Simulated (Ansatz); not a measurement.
# C₂H₉BClNSi: basis-set convergence

The task here is to estimate one member of a computed series from the others.

Program: Ansatz 0.2.0, Gaussian basis. Level of theory: one geometry, several basis sets. These are calculated values, not measurements.

Plan: PBE0-D4/def2-SVP; ωB97M-V/def2-SVP; PBE0-D4/def2-QZVPP; ωB97M-V/def2-QZVPP; the functionals' def2-TZVPP values are taken from earlier runs.

**Structure used throughout**

The geometry comes from an earlier relaxation with PBE0-D4 in a triple-zeta def2 set; it is a stationary point, not always the lowest conformer.

SMILES `BN(CC)[SiH2]Cl`, 15 atoms, charge 0, spin multiplicity 1.

Atoms are counted from 1 here; the program's logs count them from 0.

Bond lengths: B1–N2 1.400 Å, B1–H7 1.196 Å, B1–H8 1.199 Å, N2–C3 1.470 Å, N2–Si5 1.732 Å, C3–C4 1.516 Å, C3–H9 1.096 Å, C3–H10 1.093 Å, C4–H11 1.092 Å, C4–H12 1.093 Å, C4–H13 1.091 Å, Si5–Cl6 2.061 Å, Si5–H14 1.474 Å, Si5–H15 1.481 Å. Angles: N2–B1–H7 119.4°, N2–B1–H8 119.2°, H7–B1–H8 121.4°, B1–N2–C3 120.8°, B1–N2–Si5 121.2°, C3–N2–Si5 118.0°, N2–C3–C4 112.5°, N2–C3–H9 109.1°, N2–C3–H10 108.2°, C4–C3–H9 109.9°, C4–C3–H10 110.1°, H9–C3–H10 106.8°, C3–C4–H11 110.3°, C3–C4–H12 110.4°, C3–C4–H13 111.1°, H11–C4–H12 108.2°, H11–C4–H13 108.3°, H12–C4–H13 108.4° and more.

Coordinates:

```xyz
15

B    -1.1427   -1.3016   -0.6595
N    -0.5943   -0.0916   -0.2167
C     0.1088   -0.0104    1.0719
C     1.5411   -0.4980    0.9823
Si   -0.7489    1.3580   -1.1523
Cl    1.0872    2.0287   -1.8040
H    -1.6787   -1.3474   -1.7282
H    -1.0738   -2.2677    0.0471
H     0.0882    1.0260    1.4269
H    -0.4459   -0.6045    1.8021
H     1.5674   -1.5419    0.6619
H     2.0285   -0.4273    1.9576
H     2.1144    0.0938    0.2668
H    -1.5912    1.0917   -2.3325
H    -1.2816    2.4415   -0.2941
```

The first run:

File in.yaml:

```yaml
crystal:
  periodic: [false, false, false]
  atoms:
    - {symbol: B, position_ang: [-1.142745, -1.301609, -0.659483]}
    - {symbol: N, position_ang: [-0.594277, -0.091648, -0.216727]}
    - {symbol: C, position_ang: [0.108782, -0.010414, 1.071875]}
    - {symbol: C, position_ang: [1.541098, -0.498040, 0.982281]}
    - {symbol: Si, position_ang: [-0.748936, 1.357981, -1.152274]}
    - {symbol: Cl, position_ang: [1.087151, 2.028748, -1.804043]}
    - {symbol: H, position_ang: [-1.678690, -1.347354, -1.728209]}
    - {symbol: H, position_ang: [-1.073794, -2.267698, 0.047083]}
    - {symbol: H, position_ang: [0.088214, 1.026033, 1.426879]}
    - {symbol: H, position_ang: [-0.445930, -0.604489, 1.802120]}
    - {symbol: H, position_ang: [1.567361, -1.541942, 0.661864]}
    - {symbol: H, position_ang: [2.028468, -0.427250, 1.957566]}
    - {symbol: H, position_ang: [2.114432, 0.093770, 0.266768]}
    - {symbol: H, position_ang: [-1.591241, 1.091697, -2.332451]}
    - {symbol: H, position_ang: [-1.281592, 2.441514, -0.294051]}
basis:
  gaussian: {orbitals: def2-SVP}
hamiltonian: {xc: pbe0, dispersion: d4}
output: {orbitals: {seedname: orbitals}}
```

The run is started by

```
$ ansatz run in.yaml --threads 4 --pin off --events-out ev --progress --plain --max-ram 11315MiB
```

Among the steps run: PBE0-D4 in def2-SVP; ωB97M-V in def2-SVP; PBE0-D4 in def2-QZVPP; ωB97M-V in def2-QZVPP.

One table of the session follows, with a row left open; its other results are not shown here.

It belongs to the step «Functionals by basis». 

| functional | basis | HOMO (eV) | LUMO (eV) |
| --- | --- | --- | --- |
| PBE0-D4 | def2-SVP | -8.29 | -0.27 |
| PBE0-D4 | def2-TZVPP | -8.31 | -0.46 |
| PBE0-D4 | def2-QZVPP | -8.32 | -0.52 |
| ωB97M-V | def2-SVP | -10.54 | 1.77 |
| ωB97M-V | def2-TZVPP | ? | ? |
| ωB97M-V | def2-QZVPP | -10.61 | 1.12 |

Q: Estimate the row for ωB97M-V, def2-TZVPP from the others.

**Answer.** HOMO (eV): -10.60; LUMO (eV): 1.36. In the column «HOMO (eV)» it lies between ωB97M-V, def2-QZVPP (-10.61) and ωB97M-V, def2-SVP (-10.54).
